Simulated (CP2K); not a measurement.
## In3As under changes of volume

One of the cells (25.489 Å³/atom); the others are scaled copies at fixed shape and fractional positions:

```xyz
4
Lattice="4.6717 0.0000 0.0000 0.0000 4.6717 0.0000 0.0000 0.0000 4.6717" Properties=species:S:1:pos:R:3 pbc="T T T"
In    2.3358    2.3358    0.0000
In    2.3358    0.0000    2.3358
In    0.0000    2.3358    2.3358
As    0.0000    0.0000    0.0000
```

The cell comes from a database or a generator and needn't be the stable form of this composition.

| Quantity | Value |
| --- | --- |
| Program | CP2K 2026.2 |
| Functional | LDA |
| Potentials or basis | GTH_POTENTIALS In GTH-PADE-q13, As GTH-PADE-q5; TZVP-MOLOPT-PBE-GTH basis |
| Density cutoff | 6123 eV |
| k mesh | 6 × 6 × 6 |
| Occupations | fermi-dirac, width 0.0259 eV |
| Spin | no spin polarisation |

```tsv
volume (Å³/atom)	energy over the lowest point (meV/atom)	pressure (GPa)
23.960	0.00	-1.0
24.470	4.85	-2.0
24.980	?	?
25.489	23.45	-3.7
25.999	36.29	-4.3
26.509	50.96	-4.9
27.019	67.32	-5.4
```

Q: What does the run at 24.980 Å³/atom give?

A: Energy over the lowest point 12.81 meV/atom; pressure -2.9 GPa.

Worked out: A Birch-Murnaghan fit of order 3 (a polynomial in V^(-2/3)) to the other rows has its minimum at 23.54 Å³/atom, just outside them, with B0 = V·E''(V) = 60 GPa and B' = 6.2. It gives 12.85 meV/atom at 24.980 Å³/atom, against the run's 12.81, and -dE/dV = -2.9 GPa, against -2.9.

Energies are extrapolated to zero smearing.

Caveats: the basis of atomic orbitals isn't converged, which shifts pressures, moduli and gaps.
